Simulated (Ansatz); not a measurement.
# C₃H₆AlBO: one species, many methods

One table from this session's results is given with a row withheld; the runs are named, their logs left out.

Computed with Ansatz 0.2.0, Gaussian basis. Level: functionals in def2-TZVPP, the program's frozen cores in correlated methods.

The runs, in order: LDA (SPW92), PBE-D4, revPBE-D4, BLYP-D4, r2SCAN-D4, B97M-V, PBE0-D4, B3LYP-D4, r2SCANh-D4, r2SCAN0-D4, HSE06-D4, BHLYP-D4, CAM-B3LYP-D4, LC-ωPBE, ωB97X-V, ωB97M-V, B2PLYP, PBE-QIDH; CCSD(T)/def2-SVP; CCSD(T)/def2-TZVPP; MP2/def2-QZVPP; extrapolation to the limit; RPA on PBE.

## The relaxed structure

All runs share one geometry, relaxed beforehand with PBE0-D4 in a triple-zeta def2 set.

12 atoms, charge 0, spin multiplicity 1.

Atoms are counted from 1 here; the program's logs count them from 0.

Bond lengths: O1–C2 1.297 Å, O1–Al6 1.804 Å, C2–B3 1.498 Å, C2–C5 1.425 Å, C2–Al6 2.226 Å, B3–C4 1.587 Å, B3–H7 1.191 Å, C4–C5 1.500 Å, C4–H8 1.088 Å, C4–H9 1.085 Å, C5–H10 1.091 Å, Al6–H11 1.574 Å, Al6–H12 1.577 Å. Angles: C2–O1–Al6 90.2°, O1–C2–B3 153.2°, O1–C2–C5 128.2°, O1–C2–Al6 54.2°, B3–C2–C5 75.8°, B3–C2–Al6 152.6°, C5–C2–Al6 79.7°, C2–B3–C4 94.7°, C2–B3–H7 127.2°, C4–B3–H7 129.5°, B3–C4–C5 71.1°, B3–C4–H8 117.5°, B3–C4–H9 118.8°, C5–C4–H8 116.3°, C5–C4–H9 115.0° and more.

Set-up of the first run:

The input, in.yaml:

```yaml
crystal:
  periodic: [false, false, false]
  atoms:
    - {symbol: O, position_ang: [-0.568798, 0.840383, 1.726123]}
    - {symbol: C, position_ang: [-0.305791, -0.127857, 0.904781]}
    - {symbol: B, position_ang: [-0.302938, -1.567958, 0.492532]}
    - {symbol: C, position_ang: [0.539532, -1.323273, -0.830419]}
    - {symbol: C, position_ang: [-0.245349, -0.083721, -0.518518]}
    - {symbol: Al, position_ang: [0.194142, 2.018712, 0.592459]}
    - {symbol: H, position_ang: [-1.141132, -2.383230, 0.716763]}
    - {symbol: H, position_ang: [0.243463, -1.870368, -1.723021]}
    - {symbol: H, position_ang: [1.616465, -1.215384, -0.751453]}
    - {symbol: H, position_ang: [-0.916479, 0.446008, -1.195761]}
    - {symbol: H, position_ang: [1.744252, 2.211542, 0.786292]}
    - {symbol: H, position_ang: [-0.780166, 2.999946, -0.165978]}
basis:
  gaussian: {orbitals: def2-TZVPP}
hamiltonian: {xc: lda}
output: {orbitals: {seedname: orbitals}}
```

On the command line:

```
$ ansatz run in.yaml --threads 4 --pin off --events-out ev --progress --plain --max-ram 10444MiB
```

Among the steps run: LDA; PBE-D4 (GGA); revPBE-D4 (GGA); BLYP-D4 (GGA); r2SCAN-D4 (meta-GGA); B97M-V (meta-GGA); B3LYP-D4 (hybrid); r2SCANh-D4 (hybrid); r2SCAN0-D4 (hybrid); HSE06-D4 (hybrid); BHLYP-D4 (hybrid); CAM-B3LYP-D4 (range-separated); LC-ωPBE (range-separated); ωB97X-V (range-separated); ωB97M-V (range-separated); B2PLYP (double hybrid); PBE-QIDH (double hybrid).

One table of the session follows, with a row left open; its other results are not shown here.

It belongs to the step «Frontier levels by functional». 

```
  functional  HOMO (eV)  gap (eV)
 LDA (SPW92)      -6.33      3.89
      PBE-D4      -6.18      3.98
   revPBE-D4      -6.13      4.02
     BLYP-D4      -6.04      3.99
   r2SCAN-D4      -6.38      4.40
      B97M-V      -6.45      4.45
     PBE0-D4      -7.34      6.05
    B3LYP-D4          ?         ?
  r2SCANh-D4      -6.82      5.17
  r2SCAN0-D4      -7.48      6.32
    HSE06-D4      -6.95      5.28
    BHLYP-D4      -8.34      8.04
CAM-B3LYP-D4      -8.62      8.40
     LC-ωPBE      -9.92     10.79
     ωB97X-V      -9.58     10.38
     ωB97M-V      -9.50     10.06
```

Estimate the missing values for B3LYP-D4.

Worked estimate for «HOMO (eV)». Against the share of exact exchange, BLYP-D4 (0, -6.04), BHLYP-D4 (0.5, -8.34) give a slope of -4.60 per unit share; at 0.2 the line stands at -6.96.

The run gave: HOMO (eV): -7.13; gap (eV): 5.64. In «HOMO (eV)» the line misses by +0.17.
